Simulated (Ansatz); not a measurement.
Predict the output of the script below (the Ansatz DFT code, driven from Python).

`adiabatic_csse.py`:
```python
"""How CSSe relaxes after losing an electron."""

import itertools

import ansatz as az
from ase.data import atomic_numbers, covalent_radii
import numpy as np

GEOMETRY = """
S     1.26540   -1.12370    0.55200
C     0.05730   -0.07870    0.03480
Se   -1.33370    1.13760   -0.60000
"""

molecule = az.Crystal.molecule()
for line in GEOMETRY.strip().splitlines():
    symbol, *xyz = line.split()
    molecule = molecule.atom(symbol, [float(v) for v in xyz])

calc = (
    molecule.calculation()
    .basis(gaussian="def2-SVP")
    .functional("PBE")
)
symbols = [site.symbol for site in molecule.cartesian_sites]
start = np.array([site.position_ang for site in molecule.cartesian_sites], dtype=float)
report = calc.relax(force_tolerance=0.01, max_steps=100).run().report
end = np.array(report["positions_ang"])

minimum = az.Crystal.molecule()
for symbol, place in zip(symbols, end):
    minimum = minimum.atom(symbol, place.tolist())
ion = minimum.calculation()
ion = ion.basis(gaussian="def2-SVP")
ion = ion.functional("PBE")
ion = ion.charge(1)
ion = ion.spin("collinear", total=1)
vertical = ion.run().report
settled = ion.relax(force_tolerance=0.01, max_steps=80).run().report
print(f"vertical ionisation energy   {vertical['free_energy_ev'] - report['free_energy_ev']:.3f} eV")
print(f"adiabatic, no zero point     {settled['free_energy_ev'] - report['free_energy_ev']:.3f} eV")
print(f"relaxation energy of the ion {vertical['free_energy_ev'] - settled['free_energy_ev']:.3f} eV")
ionised = np.array(settled["positions_ang"])
# pairs closer than 1.2 times the sum of covalent radii, before or after
radius = [covalent_radii[atomic_numbers[s]] for s in symbols]
span = lambda where, i, j: np.linalg.norm(where[i] - where[j])
bonded = [(i, j) for i, j in itertools.combinations(range(len(symbols)), 2) if min(span(end, i, j), span(ionised, i, j)) < 1.2 * (radius[i] + radius[j])]
print("pair        before    after (A)")
for i, j in bonded:
    print(f"{symbols[i]}{i}-{symbols[j]}{j}".ljust(10), f"{span(end, i, j):8.4f} {span(ionised, i, j):8.4f}")
```

Output of `python adiabatic_csse.py`:
```text
vertical ionisation energy   9.633 eV
adiabatic, no zero point     9.623 eV
relaxation energy of the ion 0.010 eV
pair        before    after (A)
S0-C1        1.5687   1.5537
C1-Se2       1.7096   1.7310
```

The energies are electronic: no zero-point or thermal terms, and the basis set is short of its limit. The product may relax into another structure. The relaxation finds the nearest minimum, so the adiabatic value is an upper bound. Run time: 2 min on 1 thread of Arm Neoverse V1, with other jobs on the host, peak memory 0.22 GiB.
